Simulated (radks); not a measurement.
# Ga³⁺ in [Ar] 3d9 4s1: an all-electron calculation

Wanted: eigenvalues, radial structure and energy terms of the gallium ion Ga3+.

Program: radks (a radial shooting solver on a logarithmic mesh, Libxc functionals) version 1. Level of theory: non-relativistic Kohn-Sham, BP86, spin-polarised, spherical densities, point nucleus; open shells are filled with parallel spins first. These are calculated values, not measurements, unless marked.

## 1. Starting point

- element: gallium (Z = 31)
- charge: +3
- electrons: 28
- configuration: [Ar] 3d9 4s1

The outer shells:

Ga³⁺
```
[Ar] core
3d [↑↓][↑↓][↑↓][↑↓][↑ ]
4s [↑ ]
```

## 2. The calculation

Settings of this run:

```text
Z 31
configuration [Ar] 3d9 4s1 4p0 5s0 4d0 4f0
relativity non-relativistic
functional b88,p86
spin polarised
nucleus point
```

Launch:

```
$ python run_ks.py task.json out
```

The same process makes all the runs of this session.

**Question.** What will this run give?

As calculated:

| quantity | value |
| --- | --- |
| total energy | -1922.30346 hartree |
| exchange-correlation share of it | 3.85 % |
| −T/E | 0.9994 |
| highest occupied level | 4s up, -39.824 eV |
| most extended occupied level | 4s up, <r> = 1.90 bohr |
| radius at density 0.001 e/bohr³ | 3.09 bohr |
| maxima of the radial density | 3 |

What this shows: 4 principal shells are occupied and 3 maxima appear in the radial density; where shells overlap, one shows as a shoulder or not at all. The ratio −T/E is 0.9994; for a non-relativistic Coulomb system it is 1 up to the kinetic part of correlation. This is not the tabulated ground configuration, so its levels and sizes aren't those of the ground state, and no measured value stands beside it.
